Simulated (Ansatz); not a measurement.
# HfB2, space group P6/mmm: relaxations under a series of pressures

Computed with Ansatz 0.2.0, Python API.

The script reads `hfb2.cif`:
```cif
data_HfB2
_cell_length_a 3.140000
_cell_length_b 3.140000
_cell_length_c 3.480000
_cell_angle_alpha 90.00000
_cell_angle_beta 90.00000
_cell_angle_gamma 120.00000
_symmetry_space_group_name_H-M 'P 1'
_symmetry_Int_Tables_number 1
loop_
_symmetry_equiv_pos_as_xyz
'x, y, z'
loop_
_atom_site_label
_atom_site_type_symbol
_atom_site_fract_x
_atom_site_fract_y
_atom_site_fract_z
Hf1 Hf    0.000000    0.000000    0.000000
B2 B    0.333333    0.666667    0.500000
B3 B    0.666667    0.333333    0.500000
```

At the Python prompt:
```pycon
>>> import warnings
>>> import ansatz as az
>>> from ase.io import read
>>> import numpy as np
>>> import pandas as pd
>>> KMESH = (10, 10, 8)
>>> FILLING = "fermi_dirac"
>>> SIGMA = 0.05
>>> def edges_and_angles(cell):
...     cell = np.asarray(cell)
...     a, b, c = np.linalg.norm(cell, axis=1)
...     cosines = cell[1] @ cell[2] / (b * c), cell[0] @ cell[2] / (a * c), cell[0] @ cell[1] / (a * b)
...     return (a, b, c, *np.degrees(np.arccos(cosines)))
...
>>> warnings.simplefilter("ignore", az.DeckWarning)
>>> atoms = read("hfb2.cif")
>>> xtal = az.Crystal.from_ase(atoms)
>>> len(xtal.resolved().sites)
3
>>> model = (
...     xtal.calculation()
...     .functional(az.Functional.PBESOL)
...     .pseudopotentials("paw")
...     .kpoints(mesh=KMESH)
...     .occupations(FILLING, width=SIGMA)
... )
>>> rows = []
>>> for pressure in [0, 5, 10, 20]:
...     result = model.relax(cell=True, pressure=pressure).run(threads=1, pin="off")
...     cell = result.lattice.cell_ang
...     n_atoms = len(result.lattice.sites)
...     volume = abs(np.linalg.det(cell)) / n_atoms
...     enthalpy = result.report["free_energy_ev"] / n_atoms + pressure * volume / 160.21766
...     rows.append((pressure, volume, enthalpy, *edges_and_angles(cell)))
...     print(f"{pressure} GPa done: {volume:.4f} A^3/atom")
...
0 GPa done: 9.7343 A^3/atom
5 GPa done: 9.5571 A^3/atom
10 GPa done: 9.3920 A^3/atom
20 GPa done: 9.1003 A^3/atom
>>> table = pd.DataFrame(rows, columns=["P_GPa", "V_A3_atom", "H_eV_atom", "a", "b", "c", "alpha", "beta", "gamma"])
>>> table.round(4)
   P_GPa  V_A3_atom  H_eV_atom       a       b       c  alpha  beta  gamma
0      0     9.7343 -5302.2012  3.1260  3.1260  3.4509   90.0  90.0  120.0
1      5     9.5571 -5301.9002  3.1083  3.1083  3.4266   90.0  90.0  120.0
2     10     9.3920 -5301.6046  3.0917  3.0917  3.4037   90.0  90.0  120.0
3     20     9.1003 -5301.0277  3.0616  3.0616  3.3633   90.0  90.0  120.0
>>> p, v = np.array([row[0] for row in rows], float), np.array([row[1] for row in rows])
>>> print("mean bulk modulus between rows (GPa):", np.round(-np.diff(p) / np.diff(np.log(v)), 1))
mean bulk modulus between rows (GPa): [272.2 286.8 317. ]
```

The volume falls from 9.73 Å³ an atom at 0 GPa to 9.10 at 20 GPa, by 6.5 %. Between 0 and 5 GPa, -V dP/dV is about 272 GPa, a mean over that step.

Reading the output:
- Absolute energies stand on the zero of these potentials, so only differences at equal settings mean something.
- The run is spin-unpolarised.
- At a fixed pressure a relaxation lowers the enthalpy F + PV, while F alone can rise.
- For a metal this k-point mesh is coarse: on a finer one energies can move by several to tens of meV an atom and pressures by half a GPa or more, differences at one mesh by less.
- Spin-orbit coupling, which matters for elements this heavy, is left out.
- The structure is a deposited one; some such entries were measured under pressure or heat, so a shift against it needn't be the functional's error alone.
- Symmetry holds the cell in this phase, whether or not it is the stable one at each pressure.
- Run time: 66 s on 1 thread of Intel(R) Xeon(R) Processor @ 2.30GHz, on a shared host, peak memory 0.64 GiB.
